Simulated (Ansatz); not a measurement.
# Y2C: how the settings move a single-point run

How sensitive is a single-point run of Y2C to its settings? A reference run comes first, then one run with altered input.

Computed with Ansatz 0.2.0 (reference: DFT, LDA, PAW with Ansatz's default frozen-core files, scalar-relativistic, unless a step's input says otherwise).

1 further run of the same task is left out (it didn't finish).

## Step 1: The structure to begin with

Symmetry: Cm, No. 8, monoclinic system. The conventional cell has a = 6.278 Å, b = 3.625 Å, c = 6.343 Å, α = 90.00°, β = 109.26°, γ = 90.00°. Y (site symmetry m) has 1 C at 1.45 Å as nearest neighbours. Y (site symmetry m) has 2 C at 2.52 Å as nearest neighbours. C (site symmetry m) is surrounded by 1 Y at 1.45 Å.

Structure file:

```
CELL_PARAMETERS angstrom
1.81242 1.04640 5.98800
-1.81242 1.04640 5.98800
0.00000 -2.09280 5.98800
ATOMIC_POSITIONS crystal
Y 0.20376 0.20376 0.41376
Y 0.74207 0.74207 0.74207
C 0.05417 0.05417 0.84417
```

## Step 2: Baseline

File input.yaml:

```yaml
crystal:
  lattice:
    - [1.812415, 1.0463982881, 5.988]
    - [-1.812415, 1.0463982881, 5.988]
    - [0.0, -2.0927965763, 5.988]
  atoms:
    - { symbol: "Y", position: [0.2037647, 0.2037647, 0.4137647] }
    - { symbol: "Y", position: [0.74207, 0.74207, 0.74207] }
    - { symbol: C, position: [0.0541653, 0.0541653, -0.1558347] }
kpoints:
  mp_grid: { grid: [10, 10, 10] }
scf:
  occupations: { method: fermi_dirac, width: 0.05 }
hamiltonian:
  xc: lda
  pseudopotentials: { kind: paw }
output:
  forces: true
  stress: true
  eigenvalues: true
  efg: { contact_densities: true }
  populations: true
```

Started as:

```sh
$ ansatz run input.yaml --threads 1 --pin off --max-ram 3072MiB --backend cpu --events-out ev --progress --plain --runs-dir out
```

## Step 3: Variant: preconditioner resta, xc pbesol

Edit input.yaml of step 2 so:

```diff
@@ -13,4 +13,5 @@
   occupations: { method: fermi_dirac, width: 0.05 }
+  mixing: { preconditioner: resta }
 hamiltonian:
-  xc: lda
+  xc: pbesol
   pseudopotentials: { kind: paw }
@@ -22 +23,5 @@
   populations: true
+  write_density: true
+  write_potential: true
+  elf: true
+  volumetric_format: npy
```

**Question.** What will these runs give? Wanted: for each run, ending; energy change; pressure; gap; force.

**Answer**, as computed:

| run | ending | energy change | pressure (GPa) | gap (eV) | force (eV/Å) | cycles | time |
| --- | --- | --- | --- | --- | --- | --- | --- |
| reference | converged | - | 29.3 | 0.00 | 30.78 | 8 | 33 s |
| 1: preconditioner resta, xc pbesol | converged | not comparable | 31.8 | 0.00 | 31.40 | 10 | 43 s |

Times don't compare one to one where runs were asked for different outputs or read a saved state (see the inputs); cycles may leave out searches for a lower state.

Residual by cycle in the longest SCF loop of each run; runs are numbered as in the table. The quantity is the density residual dr2, in eV.

| cycle | reference | run 1 |
| --- | --- | --- |
| 1 | 2.07 | 1.87 |
| 2 | 0.125 | 16.3 |
| 3 | 0.0252 | 0.426 |
| 4 | 0.00168 | 0.0264 |
| 5 | 1.1e-4 | 0.00562 |
| 6 | 5.2e-6 | 6.7e-4 |
| 7 | 3.1e-7 | 9.1e-5 |
| 8 | 2.5e-8 | 2.6e-6 |
| 9 | - | 2.8e-7 |
| 10 | - | 6.7e-9 |

Total energies don't compare across a change of functional; the pressure goes from 29.3 to 31.8 GPa and the largest force goes from 30.78 to 31.40 eV/Å. At this fixed cell a higher pressure means that this functional prefers a larger volume than the reference. The structure is not at rest: the sound run finds 29 GPa, so these are no properties of the relaxed crystal. 
